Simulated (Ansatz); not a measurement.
# CsSb2I: the cost of one run

Program: Ansatz 0.2.0. Level of theory: DFT PBE, scalar-relativistic, plane waves, PAW. These are calculated values, not measurements.

1 further run of the same task is left out (it didn't finish).

## 1. Starting point

The structure is hexagonal, space group P6/mmm (No. 191). The conventional cell has a = 5.557 Å, b = 5.557 Å, c = 6.360 Å, α = 90.00°, β = 90.00°, γ = 120.00°. Cs (site symmetry 6/mmm) has 2 I at 3.18 Å and 6 Sb at 3.21 Å as nearest neighbours. Sb (site symmetry -6m2) is surrounded by 3 Sb at 3.21 Å and 3 Cs at 3.21 Å. Around I (site symmetry 6/mmm) lie 2 Cs at 3.18 Å.

As a file:

```cif
data_structure
_symmetry_space_group_name_H-M 'P 1'
_symmetry_Int_Tables_number 1
_cell_length_a 5.5571
_cell_length_b 5.5571
_cell_length_c 6.3601
_cell_angle_alpha 90.000
_cell_angle_beta 90.000
_cell_angle_gamma 120.000
_cell_volume 170.09
loop_
_atom_site_label
_atom_site_type_symbol
_atom_site_fract_x
_atom_site_fract_y
_atom_site_fract_z
_atom_site_occupancy
Cs1 Cs 0.00000 0.00000 0.50000 1
Sb1 Sb 0.33333 0.66667 0.50000 1
Sb2 Sb 0.66667 0.33333 0.50000 1
I1 I 0.00000 0.00000 0.00000 1
```

A structure generator made this guess: random cell by space group and Wyckoff sites (P6/mmm, No. 191). The dimensions are guesses.

## 2. A first look at the guess

input.yaml reads:

```yaml
crystal:
  lattice:
    - [5.55709805, 0.0, 0.0]
    - [-2.77854903, 4.81258808, 0.0]
    - [0.0, 0.0, 6.36007567]
  atoms:
    - { symbol: Cs, position: [0.0, 0.0, 0.5] }
    - { symbol: Sb, position: [0.33333333, 0.66666667, 0.5] }
    - { symbol: Sb, position: [0.66666667, 0.33333333, 0.5] }
    - { symbol: I, position: [0.0, 0.0, 0.0] }
basis:
  ecutwfc: 420
kpoints:
  mp_grid: { grid: [6, 6, 4] }
hamiltonian:
  xc: pbe
scf:
  occupations: { method: gaussian, width: 0.1 }
  lower_state_search: "off"
output:
  forces: true
  stress: true
  eigenvalues: true
```

The run is started by

```bash
$ ansatz run input.yaml --threads 1 --pin off --max-ram 2048MiB --backend cpu --events-out ev --progress --plain --runs-dir out
```

**Question.** How long does this run take on 1 thread of Arm Neoverse V2, shared host, and how much memory does it need?

About 5.7 s, with a peak of 0.46 GiB.
